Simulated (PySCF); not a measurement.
**One shape, several levels: singlet CH6AlOSi+**

We compute a comparison of 6 runs (HF/3-21G, B3LYP/6-31G*, B3LYP/def2-SVP, CAM-B3LYP/def2-SVP, M06-L/def2-SVP, wB97M-V/def2-SVP) of singlet CH6AlOSi+. Input form: a Python script.

Program for the calculation: PySCF 2.14.0.

2 further runs of the same task are left out: 2 set aside as unsound or not needed.

**1. Starting point**

CH6AlOSi+: 10 atoms, total charge +1, spin state singlet. SMILES of the parent species: `[CH3][Al][O][SiH3]`. The coordinates come from a PBE0-D4/def2-TZVP relaxation. This is one conformer, not always the lowest. That shape belongs to the parent species and isn't relaxed for this state.

Bond lengths: C1–Al2 1.967 Å, Al2–O3 1.696 Å, O3–Si4 1.625 Å, C1–H5 1.095 Å, C1–H6 1.095 Å, C1–H7 1.091 Å, Si4–H8 1.489 Å, Si4–H9 1.487 Å, Si4–H10 1.488 Å. Some angles: C1–Al2–O3 116.4°, Al2–O3–Si4 163.5°, Al2–C1–H5 108.9°, Al2–C1–H6 109.0°, Al2–C1–H7 113.2°, O3–Si4–H8 111.1°, O3–Si4–H9 110.0°, O3–Si4–H10 110.0°, H5–C1–H6 107.8°, H5–C1–H7 108.9°.

**2. A single-point energy at HF/3-21G (run 1)**

Input file calc.py:

```python
from pyscf import gto, scf

mol = gto.M(
    atom='''
C    0.243800   1.981800  -1.341400
Al   1.086500   0.300600  -0.766100
O    0.194200  -0.660700   0.309100
Si  -0.287900  -1.859400   1.294000
H   -0.701000   1.751800  -1.844500
H    0.014800   2.586100  -0.457700
H    0.869800   2.566000  -2.016900
H    0.686800  -2.984600   1.283800
H   -1.611000  -2.377800   0.854700
H   -0.413000  -1.355000   2.687900
''',
    verbose=4,
    max_memory=1860,
    basis='3-21g',
    spin=0,
    charge=1,
)

calc0 = scf.RHF(mol)
calc0.conv_tol = 1e-10
calc0.kernel()
if not calc0.converged:
    calc0 = calc0.newton().run(calc0.mo_coeff, calc0.mo_occ)

e_final = calc0.e_tot
print('E(%s) = %.9f' % ('HF', e_final))
```

Launch:

```sh
$ OMP_NUM_THREADS=1 python calc.py
```

The log of the run:

```text
PySCF version 2.14.0

[... 66 lines left out ...]
converged SCF energy = -643.397451668267
E(HF) = -643.397451668
```

It took 0.91 s on 1 thread of Intel Xeon at 2.70GHz, shared host; peak memory 0.11 GiB.

**3. A single-point energy at B3LYP/6-31G(d) (spherical functions) (run 2)**

Input file job.py:

```python
from pyscf import gto, dft

molecule = gto.M(
    atom='''
C      0.460715     3.745059    -2.534879
Al     2.053187     0.568052    -1.447719
O      0.366985    -1.248542     0.584114
Si    -0.544052    -3.513757     2.445306
H     -1.324698     3.310422    -3.485600
H      0.027968     4.887021    -0.864928
H      1.643684     4.849037    -3.811389
H      1.297864    -5.640077     2.426030
H     -3.044349    -4.493391     1.615149
H     -0.780457    -2.560579     5.079395
''',
    spin=0,
    unit='bohr',
    verbose=3,
    charge=1,
    basis='6-31g*',
    max_memory=1860,
)

mf = dft.RKS(molecule)
mf.xc = 'b3lyp'
mf.grids.level = 5
mf.conv_tol = 1e-10
mf.kernel()
if not mf.converged:
    mf = mf.newton().run(mf.mo_coeff, mf.mo_occ)

e_tot = mf.e_tot
print(f'total energy: {e_tot:.8f} hartree')
```

Launch:

```sh
$ OMP_NUM_THREADS=1 python job.py
```

The log of the run:

```text
converged SCF energy = -648.645022413502
total energy: -648.64502241 hartree
```

Wall time 19 s (1 thread of Intel Xeon at 2.70GHz, shared host); peak memory 0.4 GiB.

Runs 3 to 4 aren't shown in full; the table further down has their settings and results.

**4. The energy at M06-L/def2-SVP (run 5)**

Input file run.py:

```python
from pyscf import gto, dft

molecule = gto.M(
    atom='''
C      0.460715     3.745059    -2.534879
Al     2.053187     0.568052    -1.447719
O      0.366985    -1.248542     0.584114
Si    -0.544052    -3.513757     2.445306
H     -1.324698     3.310422    -3.485600
H      0.027968     4.887021    -0.864928
H      1.643684     4.849037    -3.811389
H      1.297864    -5.640077     2.426030
H     -3.044349    -4.493391     1.615149
H     -0.780457    -2.560579     5.079395
''',
    verbose=4,
    unit='bohr',
    max_memory=1860,
    basis='def2-svp',
    charge=1,
    spin=0,
)

mf = dft.RKS(molecule)
mf.xc = 'm06-l'
mf.conv_tol = 1e-10
mf.grids.level = 5
mf.kernel()
if not mf.converged:
    mf = mf.newton().run(mf.mo_coeff, mf.mo_occ)

e_final = mf.e_tot
print('E = %.10f Eh' % e_final)
```

Launch:

```sh
$ OMP_NUM_THREADS=1 python run.py
```

The log of the run:

```text
PySCF version 2.14.0

[... 82 lines left out ...]
converged SCF energy = -648.363272755653
E = -648.3632727557 Eh
```

Wall time 41 s (1 thread of Intel Xeon at 2.70GHz, shared host); peak memory 0.5 GiB.

**5. A single-point energy at wB97M-V/def2-SVP (run 6)**

Input file geometry.xyz:

```xyz
10
CH6AlOSi
C      0.243800     1.981800    -1.341400
Al     1.086500     0.300600    -0.766100
O      0.194200    -0.660700     0.309100
Si    -0.287900    -1.859400     1.294000
H     -0.701000     1.751800    -1.844500
H      0.014800     2.586100    -0.457700
H      0.869800     2.566000    -2.016900
H      0.686800    -2.984600     1.283800
H     -1.611000    -2.377800     0.854700
H     -0.413000    -1.355000     2.687900
```

Input file job.py:

```python
from pyscf import gto, dft

system = gto.M(
    atom='geometry.xyz',
    verbose=4,
    spin=0,
    charge=1,
    basis='def2-svp',
    max_memory=1860,
)

mf = dft.RKS(system, xc='wb97m-v')
mf.nlcgrids.level = 1
mf.grids.level = 5
mf.conv_tol = 1e-10
mf.kernel()
if not mf.converged:
    mf = mf.newton().run(mf.mo_coeff, mf.mo_occ)

e_tot = mf.e_tot
print('Final energy', e_tot)
```

Launch:

```sh
$ OMP_NUM_THREADS=1 python job.py
```

The log of the run:

```text
PySCF version 2.14.0

[... 92 lines left out ...]
converged SCF energy = -648.288046043257
Final energy -648.2880460432568
```

It took 2.2 min on 1 thread of Intel Xeon at 2.70GHz, shared host; peak memory 0.51 GiB.

**6. The series**

| run | level | integration grid | nlc grid | energy (Eh) | HOMO energy (eV) | LUMO energy (eV) | HOMO–LUMO gap (eV) | wall time |
| --- | --- | --- | --- | --- | --- | --- | --- | --- |
| 1 | HF/3-21G | – | – | -643.397452 | -15.94 | -6.39 | 9.55 | 0.91 s |
| 2 | B3LYP/6-31G* (spherical functions) | 5 | – | -648.645022 | -12.63 | -9.57 | 3.06 | 19 s |
| 3 | B3LYP/def2-SVP | 5 | – | -648.427771 | -12.62 | -9.60 | 3.02 | 23 s |
| 4 | CAM-B3LYP/def2-SVP | 5 | – | -648.336434 | -14.18 | -8.41 | 5.77 | 30 s |
| 5 | M06-L/def2-SVP | 5 | – | -648.363273 | -11.83 | -9.94 | 1.89 | 41 s |
| 6 | wB97M-V/def2-SVP | 5 | 1 | -648.288046 | -14.98 | -7.51 | 7.46 | 2.2 min |

**7. Results**

| quantity | value |
| --- | --- |
| run 6: total energy | -648.28805 Eh |
| run 6: HOMO energy | -14.98 eV |
| run 6: LUMO energy | -7.51 eV |
| run 6: HOMO–LUMO gap | 7.46 eV |

What this shows: The HOMO–LUMO gap runs from 1.89 eV (M06-L/def2-SVP) to 9.55 eV (HF/3-21G). The two ends differ in method and basis. Totals of different functionals can't be ranked against each other. All runs together took 4.1 min, the longest 2.2 min.
